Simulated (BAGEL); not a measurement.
# A workflow on GaH2SCl (SMILES [SH][GaH][Cl])

Wanted: the excited states (CIS/cc-pVDZ), then the excited states (CIS/aug-cc-pVDZ), then the excited states (CIS/cc-pVTZ), then the vertical excitations (CIS/aug-cc-pVTZ) of GaH2SCl. 

Program for the calculation: BAGEL 1.2.2.

### Step 1. The structure to begin with

GaH2SCl: 5 atoms, total charge 0, spin state singlet. As SMILES, `[SH][GaH][Cl]`. The shape comes from GFN2-xTB, which is rough for such elements, and wasn't checked as a minimum. This is one conformer, not always the lowest.

Bond lengths: S1–Ga2 2.222 Å, Ga2–Cl3 2.078 Å, S1–H4 1.331 Å, Ga2–H5 1.566 Å. Angles: S1–Ga2–Cl3 119.4°, S1–Ga2–H5 120.4°, Cl3–Ga2–H5 120.1°, Ga2–S1–H4 94.0°.

### Step 2. The vertical excitations at CIS/cc-pVDZ (density fitting with tzvpp-jkfit, property excitation energy) (run 1)

Input file cis.json:

```json
{ "bagel" : [

{
  "title" : "molecule",
  "basis" : "cc-pvdz.json",
  "df_basis" : "tzvpp-jkfit",
  "angstrom" : "true",
  "geometry" : [
    { "atom" : "S", "xyz" : [      -1.620700,      -0.369640,      -0.284840 ] },
    { "atom" : "Ga", "xyz" : [       0.545940,      -0.105960,       0.130660 ] },
    { "atom" : "Cl", "xyz" : [       1.703140,      -1.764960,       0.607290 ] },
    { "atom" : "H", "xyz" : [      -1.827390,       0.924510,      -0.519120 ] },
    { "atom" : "H", "xyz" : [       1.199010,       1.316050,       0.066010 ] }
  ]
},

{
  "title" : "hf"
},

{
  "title" : "cis",
  "nstate" : 4
}

]}
```

The basis set cc-pVDZ is read from a file made from the Basis Set Exchange's data (not shown).

Launch:

```bash
$ BAGEL_NUM_THREADS=1 BAGEL cis.json > cis.out
```

Output:

```text
* using 1 threads per process

  ===============================================================
  ===============================================================

  *** Geometry ***

  { "atom" : "S", "xyz" : [     -3.062679,     -0.698518,     -0.538270 ] },
  { "atom" : "Ga", "xyz" : [      1.031677,     -0.200235,      0.246912 ] },
  { "atom" : "Cl", "xyz" : [      3.218468,     -3.335291,      1.147612 ] },
  { "atom" : "H", "xyz" : [     -3.453267,      1.747071,     -0.980995 ] },
  { "atom" : "H", "xyz" : [      2.265801,      2.486974,      0.124741 ] },

  Number of auxiliary basis functions:      558

  Since a DF basis is specified, we compute 2- and 3-index integrals:
    o Being stored without compression. Storage requirement is 0.024 GB

  Number of basis functions:       73
  Number of electrons      :       66

    * METHOD: MOLECULE                             0.75

  *** RHF ***

  === Nuclear Repulsion ===
   321.6098684966

      * DIIS with orbital gradients will be used.

  === RHF iteration (cc-pvdz.json) ===
      0      -2781.45145595          0.00698349           0.21
      1      -2781.50338492          0.00296821           0.21
      2      -2781.51051048          0.00085181           0.21
[... 8 lines of this table left out ...]
     11      -2781.51124852          0.00000000           0.12
    * SCF iteration converged.

    * Permanent dipole moment:
           (    0.009813,    -0.839183,     0.122795) a.u.

    * METHOD: HF                                   2.65

  === CIS iteration ===

        0     0     0.26742654     0.00185950      0.09
        0     1     0.27789372     0.00236342      0.00
        0     2     0.28972547     0.00205511      0.00
[... 60 lines of this table left out ...]
       12     3     0.27177494     0.00000082      0.00

    * CIS converged

    * Permanent dipole moment: Transition 0 -> 0
           (   -0.001226,    -0.004131,    -0.039952) a.u.

    * Permanent dipole moment: Transition 0 -> 1
           (    0.354800,    -0.073235,     0.081561) a.u.

    * Permanent dipole moment: Transition 0 -> 2
           (    0.047381,    -0.034983,    -0.240175) a.u.

    * Permanent dipole moment: Transition 0 -> 3
           (   -0.056906,     0.039812,     0.268154) a.u.

    * METHOD: CIS                                  1.34

  ===============================================================
```

Wall time 5.4 s (1 thread of Intel Xeon at 2.50GHz (Skylake/Cascade Lake), shared host); peak memory 0.15 GiB.

The roots found:

```csv
excited state,energy (eV),strength
1,6.926,0.0006
2,6.995,0.0473
3,7.274,0.0218
4,7.395,0.0278
```

### Step 3. The excited states at CIS/aug-cc-pVDZ (density fitting with tzvpp-jkfit, property excitation energy) (run 2)

Input file input.json:

```json
{ "bagel" : [

{
  "title" : "molecule",
  "basis" : "aug-cc-pvdz.json",
  "df_basis" : "tzvpp-jkfit",
  "angstrom" : true,
  "geometry" : [
    { "atom" : "S", "xyz" : [   -1.620700,   -0.369640,   -0.284840 ] },
    { "atom" : "Ga", "xyz" : [    0.545940,   -0.105960,    0.130660 ] },
    { "atom" : "Cl", "xyz" : [    1.703140,   -1.764960,    0.607290 ] },
    { "atom" : "H", "xyz" : [   -1.827390,    0.924510,   -0.519120 ] },
    { "atom" : "H", "xyz" : [    1.199010,    1.316050,    0.066010 ] }
  ]
},
{
  "title" : "hf"
},
{
  "title" : "cis",
  "nstate" : 4
}

]}
```

The basis set aug-cc-pVDZ is read from a file made from the Basis Set Exchange's data (not shown).

Launch:

```bash
$ BAGEL_NUM_THREADS=1 BAGEL input.json > input.out
```

Output:

```text
* using 1 threads per process

  ===============================================================
  ===============================================================

  *** Geometry ***

  { "atom" : "S", "xyz" : [     -3.062679,     -0.698518,     -0.538270 ] },
  { "atom" : "Ga", "xyz" : [      1.031677,     -0.200235,      0.246912 ] },
  { "atom" : "Cl", "xyz" : [      3.218468,     -3.335291,      1.147612 ] },
  { "atom" : "H", "xyz" : [     -3.453267,      1.747071,     -0.980995 ] },
  { "atom" : "H", "xyz" : [      2.265801,      2.486974,      0.124741 ] },

  Number of auxiliary basis functions:      558

  Since a DF basis is specified, we compute 2- and 3-index integrals:
    o Being stored without compression. Storage requirement is 0.052 GB

  Number of basis functions:      108
  Number of electrons      :       66

    * METHOD: MOLECULE                             1.22

  *** RHF ***

  === Nuclear Repulsion ===
   321.6098684966

      * DIIS with orbital gradients will be used.

  === RHF iteration (aug-cc-pvdz.json) ===
      0      -2781.40108790          0.00843604           0.20
      1      -2781.50374649          0.00365293           0.20
      2      -2781.51732673          0.00095837           0.22
[... 8 lines of this table left out ...]
     11      -2781.51845771          0.00000001           0.19
    * SCF iteration converged.

    * Permanent dipole moment:
           (   -0.001341,    -0.775043,     0.111113) a.u.

    * METHOD: HF                                   3.23

  === CIS iteration ===

        0     0     0.28410803     0.00104930      0.16
        0     1     0.30268808     0.00118069      0.00
        0     2     0.32704401     0.00065777      0.00
[... 60 lines of this table left out ...]
       12     3     0.25653899     0.00000056      0.00

    * CIS converged

    * Permanent dipole moment: Transition 0 -> 0
           (    0.056876,    -0.043357,    -0.298122) a.u.

    * Permanent dipole moment: Transition 0 -> 1
           (   -0.363568,     0.045673,    -0.071372) a.u.

    * Permanent dipole moment: Transition 0 -> 2
           (    0.035250,    -0.020624,    -0.138853) a.u.

    * Permanent dipole moment: Transition 0 -> 3
           (   -0.070555,     0.054031,     0.375642) a.u.

    * METHOD: CIS                                  3.22

  ===============================================================
```

Run time: 8.1 s. Hardware: 1 thread of Intel Xeon at 2.50GHz (Skylake/Cascade Lake), shared host; peak memory 0.21 GiB.

The roots found:

```csv
excited state,energy (eV),strength
1,6.784,0.0312
2,6.877,0.0470
3,6.905,0.0071
4,6.981,0.0510
```

Run 3 isn't shown in full; the table further down has it.

### Step 4. The vertical excitations at CIS/aug-cc-pVTZ (density fitting with tzvpp-jkfit, property excitation energy) (run 4)

input.json: that of step 3 with these lines changed.

```diff
@@ -4,3 +4,3 @@
   "title" : "molecule",
-  "basis" : "aug-cc-pvdz.json",
+  "basis" : "aug-cc-pvtz.json",
   "df_basis" : "tzvpp-jkfit",
```

The basis set aug-cc-pVTZ is read from a file made from the Basis Set Exchange's data (not shown).

Launch:

```bash
$ BAGEL_NUM_THREADS=1 BAGEL input.json > input.out
```

Output:

```text
* using 1 threads per process

  ===============================================================
  ===============================================================

  *** Geometry ***

  { "atom" : "S", "xyz" : [     -3.062679,     -0.698518,     -0.538270 ] },
  { "atom" : "Ga", "xyz" : [      1.031677,     -0.200235,      0.246912 ] },
  { "atom" : "Cl", "xyz" : [      3.218468,     -3.335291,      1.147612 ] },
  { "atom" : "H", "xyz" : [     -3.453267,      1.747071,     -0.980995 ] },
  { "atom" : "H", "xyz" : [      2.265801,      2.486974,      0.124741 ] },

  Number of auxiliary basis functions:      558

  Since a DF basis is specified, we compute 2- and 3-index integrals:
    o Being stored without compression. Storage requirement is 0.188 GB

  Number of basis functions:      205
  Number of electrons      :       66

    * METHOD: MOLECULE                             1.34

  *** RHF ***

  === Nuclear Repulsion ===
   321.6098684966

      * DIIS with orbital gradients will be used.

  === RHF iteration (aug-cc-pvtz.json) ===
      0      -2781.50203184          0.00892884           0.51
      1      -2781.60160593          0.00364937           0.51
      2      -2781.61757269          0.00094389           0.50
[... 9 lines of this table left out ...]
     12      -2781.61923549          0.00000001           0.83
    * SCF iteration converged.

    * Permanent dipole moment:
           (   -0.002638,    -0.751612,     0.107467) a.u.

    * METHOD: HF                                   9.32

  === CIS iteration ===

        0     0     0.28931930     0.00066061      0.84
        0     1     0.29666027     0.00087793      0.00
        0     2     0.32370201     0.00051579      0.00
[... 60 lines of this table left out ...]
       12     3     0.25628677     0.00000052      0.00

    * CIS converged

    * Permanent dipole moment: Transition 0 -> 0
           (    0.043062,    -0.034750,    -0.241374) a.u.

    * Permanent dipole moment: Transition 0 -> 1
           (    0.150233,    -0.009363,     0.097514) a.u.

    * Permanent dipole moment: Transition 0 -> 2
           (    0.338236,    -0.042019,     0.028777) a.u.

    * Permanent dipole moment: Transition 0 -> 3
           (   -0.086160,     0.064456,     0.445665) a.u.

    * METHOD: CIS                                 10.89

  ===============================================================
```

Wall time 22 s (1 thread of Intel Xeon at 2.50GHz (Skylake/Cascade Lake), shared host); peak memory 0.44 GiB.

The roots found:

```csv
excited state,energy (eV),strength
1,6.778,0.0204
2,6.868,0.0108
3,6.870,0.0394
4,6.974,0.0718
```

### Step 5. All runs side by side

```csv
run,level,energy (Eh),lowest excitation energy (eV),wall time
1,"CIS/cc-pVDZ (density fitting with tzvpp-jkfit, property excitation energy)",-2781.511249,6.93,5.4 s
2,"CIS/aug-cc-pVDZ (density fitting with tzvpp-jkfit, property excitation energy)",-2781.518458,6.78,8.1 s
3,"CIS/cc-pVTZ (density fitting with tzvpp-jkfit, property excitation energy)",-2781.617927,6.87,11 s
4,"CIS/aug-cc-pVTZ (density fitting with tzvpp-jkfit, property excitation energy)",-2781.619235,6.78,22 s
```

Convergence of the lowest excitation energy of singlet GaH2SCl with the basis set, against the last point:

```csv
basis set,from the last (eV),wall time
cc-pVDZ,+0.1485,5.4 s
aug-cc-pVDZ,+0.0058,8.1 s
cc-pVTZ,+0.0912,11 s
aug-cc-pVTZ,+0.0000,22 s
```

### Step 6. Summary of results

| quantity | value |
| --- | --- |
| run 4, CIS/aug-cc-pVTZ: ground-state or mean-field energy | -2781.61924 Eh |
| run 4, CIS/aug-cc-pVTZ: lowest excitation energy | 6.78 eV |

In words: For the lowest excitation energy of singlet GaH2SCl to stay within 0.1 eV of the last point, aug-cc-pVDZ is the first point of the series from which all later ones do (8.1 s against 22 s). Over the runs the total energy spans 2.938 eV. All runs together took 47 s, the longest 22 s.
